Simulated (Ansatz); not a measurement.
**YbSe (Fm-3m): equation of state**

The task here is to estimate one member of a computed series from the others.

Method: DFT PBEsol, scalar-relativistic, plane waves, PAW, in Ansatz 0.2.0.

### Starting point

It takes space group Fm-3m (No. 225, cubic). Conventional cell: a = 5.729 Å, b = 5.729 Å, c = 5.729 Å, α = 90.00°, β = 90.00°, γ = 90.00°. Yb (site symmetry m-3m) has 6 Se at 2.86 Å as nearest neighbours. Se (site symmetry m-3m) has 6 Yb at 2.86 Å as nearest neighbours.

As a file:

```
Yb Se
1.0
     0.00000    2.86430    2.86430
     2.86430    0.00000    2.86430
     2.86430    2.86430    0.00000
Yb Se
1 1
Direct
  0.00000 0.00000 0.00000
  0.50000 0.50000 0.50000
```

This cell comes from an earlier session at PBEsol: 23.499 Å³/atom at 0.01 GPa, on a 10×10×10 mesh.

Volume factors to run: 0.980, 1.020, 0.960, 1.040.

Set-up of the first run:

Input file input.yaml:

```yaml
crystal:
  lattice:
    - [0.0, 2.8450743684, 2.8450743684]
    - [2.8450743684, 0.0, 2.8450743684]
    - [2.8450743684, 2.8450743684, 0.0]
  atoms:
    - { symbol: Yb, position: [0.0, 0.0, 0.0] }
    - { symbol: Se, position: [0.5, 0.5, 0.5] }
basis:
  ecutwfc: 420
  ecutrho_ratio: 4
kpoints:
  mp_grid: { grid: [10, 10, 10] }
hamiltonian:
  xc: pbesol
scf:
  occupations: { method: gaussian, width: 0.05 }
output:
  forces: true
  stress: true
  eigenvalues: true
```

The run is started by

```sh
ansatz run input.yaml --threads 1 --pin off --max-ram 2560MiB --backend cpu --events-out ev --progress --plain --runs-dir out
```

Steps of the session up to this table: Volume × 0.980; At 1.020 of the relaxed volume; Volume × 0.960; Scaling the volume by 1.040.

One table of the session follows, with a row left open; its other results are not shown here.

It belongs to the step «The fit». 

```
volume (Å³/atom)  energy (meV/atom)  pressure (GPa)
          22.559               7.47            2.61
          23.029               1.84            1.24
          23.499               0.00            0.01
          23.969                  ?               ?
          24.439               6.27           -2.09
```

**Question.** Estimate the row for volume (Å³/atom) = 23.969.

Worked estimate for «energy (meV/atom)». A straight line through the neighbours (23.499, 0.00) and (24.439, 6.27) gives 0.00 + (6.27 − 0.00) × (23.969 − 23.499) / (24.439 − 23.499) = 3.14; a parabola fitted to 3 rows on both sides gives 1.48.

**Answer.** energy (meV/atom): 1.59; pressure (GPa): -1.10. In «energy (meV/atom)» the line misses by +1.55 and the parabola by -0.11.
